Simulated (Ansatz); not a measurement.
# O4W: the cost of one run

Computed with Ansatz 0.2.0 (the levels named in each step, unless a step's input says otherwise).

### Step 1. The system as given

Bond lengths: O1–W2 1.747 Å, W2–O3 1.747 Å, W2–O4 1.747 Å, W2–O5 1.747 Å. Angles: O1–W2–O3 109.5°, O1–W2–O4 109.5°, O1–W2–O5 109.5°, O3–W2–O4 109.5°, O3–W2–O5 109.5°, O4–W2–O5 109.4°.

As a file:

```xyz
5

O     1.4902   -0.0192   -0.9118
W    -0.0001   -0.0001    0.0000
O    -1.3560    0.0446   -1.1008
O    -0.0973   -1.4385    0.9868
O    -0.0369    1.4131    1.0268
```

### Step 2. A rough first relaxation, PBE-D4/def2-SVPD

File input.yaml:

```yaml
crystal:
  periodic: [false, false, false]
  atoms:
    - { symbol: O, position_ang: [1.49023, -0.01919, -0.91184] }
    - { symbol: W, position_ang: [-9.0e-05, -8.0e-05, -3.0e-05] }
    - { symbol: O, position_ang: [-1.35601, 0.04459, -1.10084] }
    - { symbol: O, position_ang: [-0.09734, -1.43855, 0.98677] }
    - { symbol: O, position_ang: [-0.03693, 1.41313, 1.0268] }
magnetization:
  spin_polarized: true
  initial_magnetization: 3
total_charge: -1
basis:
  gaussian: { orbitals: def2-SVPD }
hamiltonian:
  xc: pbe
  dispersion: d4
relax:
  f_tol: 0.03
  max_steps: 200
```

Command:

```
ansatz run input.yaml --threads 4 --pin off --max-ram 10240MiB --backend cpu --events-out ev --progress --plain --runs-dir out
```

Q: Estimate wall time and peak memory on 4 threads of Arm Neoverse V2, shared host.

About 83 s, with a peak of 0.38 GiB.
